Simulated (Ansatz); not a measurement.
Working through a comparison of dispersion corrections of CH4ClOSn, SMILES [CH3][Sn]([OH])[Cl]

With the Ansatz DFT code, driven from Python.

The cells in order, each with its output:

In [1]:
```python
import ansatz as az
```

In [2]:
```python
GEOMETRY = """
C    -0.07750    1.30880   -0.18850
Sn   -0.55550   -0.69000    0.29610
O     1.00470   -1.49750    1.14280
Cl   -0.99690   -1.86370   -1.67250
H    -1.01220    1.80180   -0.70200
H     0.12130    1.93130    0.72240
H     0.76230    1.39320   -0.89430
H     0.84590   -2.44080    1.24020
"""
```

In [3]:
```python
ch4closn = az.Crystal.molecule()
for line in GEOMETRY.strip().splitlines():
    symbol, *xyz = line.split()
    ch4closn = ch4closn.atom(symbol, [float(v) for v in xyz])
```

In [4]:
```python
base = ch4closn.calculation().basis(gaussian="def2-SVP").spin("collinear", total=1)
for name in ["revpbe", "b3lyp"]:
    for correction in ("d3bj", "d4"):
        rep = base.functional(name, dispersion=correction).run(threads=1).report
        print(f"{name:8s} {correction:5s} total {rep['free_energy_ev']:.5f} eV, of which dispersion {1000 * rep['dispersion']['energy']['ev']:.2f} meV")
```
```text
revpbe   d3bj  total -21496.09113 eV, of which dispersion -393.92 meV
revpbe   d4    total -21496.15147 eV, of which dispersion -454.26 meV
b3lyp    d3bj  total -21500.37362 eV, of which dispersion -321.60 meV
b3lyp    d4    total -21500.33861 eV, of which dispersion -286.59 meV
```

Caveats:
- Total energies depend on the basis set; only differences at equal settings carry meaning.
- The geometry is a force-field or estimated start, not a minimum of this method, and the basis set is short of its limit. D4 holds the three-body term, and d3bj doesn't.
- def2 sets replace the cores of elements past krypton by effective core potentials.
- The run takes the species as open-shell (spin multiplicity 2), which needn't be its ground state.
- b3lyp holds the VWN-RPA fit, as in Gaussian; the form of ORCA and Turbomole is b3lyp5.
- Finished in 20 s on 1 thread of Arm Neoverse V1, on a shared host, peak memory 0.33 GiB.
